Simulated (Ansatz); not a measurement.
# C2H6OSi2: the cost of one run

All numbers below are computed with Ansatz 0.2.0 (UKS B3LYP-D4/STO-3G).

## (1) The structure to begin with

Bond lengths: Si1–C2 1.777 Å, C2–C3 1.334 Å, C3–O4 1.399 Å, C2–Si5 1.810 Å, O4–Si5 1.704 Å, Si1–H6 1.532 Å, Si1–H7 1.516 Å, Si1–H8 1.436 Å, C3–H9 1.141 Å, Si5–H10 1.459 Å, Si5–H11 1.474 Å. Angles (14 of 19 angles, heavy atoms first): Si1–C2–C3 137.2°, Si1–C2–Si5 133.4°, C3–C2–Si5 89.4°, C2–C3–O4 103.6°, C3–O4–Si5 91.7°, C2–Si5–O4 75.3°, C2–Si1–H6 111.6°, C2–Si1–H7 110.5°, C2–Si1–H8 113.2°, C2–C3–H9 131.6°, O4–C3–H9 124.8°, C2–Si5–H10 115.9°, C2–Si5–H11 114.9°, O4–Si5–H10 109.3°.

As a file:

```xyz
11

Si   -1.6617    0.2077   -0.4173
C     0.0022    0.0757    0.1924
C     0.6655    0.4013    1.3025
O     1.9713   -0.0275    1.0429
Si    1.5250   -0.6275   -0.4881
H    -2.5678    0.9457    0.5735
H    -1.7006    1.0509   -1.6765
H    -2.2514   -1.0631   -0.7313
H     0.3292    0.9206    2.2612
H     2.1816    0.1601   -1.5255
H     1.5720   -2.1010   -0.5132
```

## (2) Preparing the start

The input, input.yaml:

```yaml
crystal:
  periodic: [false, false, false]
  atoms:
    - { symbol: Si, position_ang: [-1.6617, 0.2077, -0.4173] }
    - { symbol: C, position_ang: [0.0022, 0.0757, 0.1924] }
    - { symbol: C, position_ang: [0.6655, 0.4013, 1.3025] }
    - { symbol: O, position_ang: [1.9713, -0.0275, 1.0429] }
    - { symbol: Si, position_ang: [1.525, -0.6275, -0.4881] }
    - { symbol: H, position_ang: [-2.5678, 0.9457, 0.5735] }
    - { symbol: H, position_ang: [-1.7006, 1.0509, -1.6765] }
    - { symbol: H, position_ang: [-2.2514, -1.0631, -0.7313] }
    - { symbol: H, position_ang: [0.3292, 0.9206, 2.2612] }
    - { symbol: H, position_ang: [2.1816, 0.1601, -1.5255] }
    - { symbol: H, position_ang: [1.572, -2.101, -0.5132] }
magnetization:
  spin_polarized: true
basis:
  gaussian: { orbitals: STO-3G }
hamiltonian:
  xc: b3lyp
  dispersion: d4
relax:
  f_tol: 0.02
  max_steps: 40
```

The run is started by

```sh
ansatz run input.yaml --threads 1 --pin off --max-ram 2048MiB --backend cpu --events-out ev --progress --plain --runs-dir out
```

What time and memory should one allow on 1 thread of Arm Neoverse V1, shared host?

About 34 s, with a peak of 0.15 GiB.
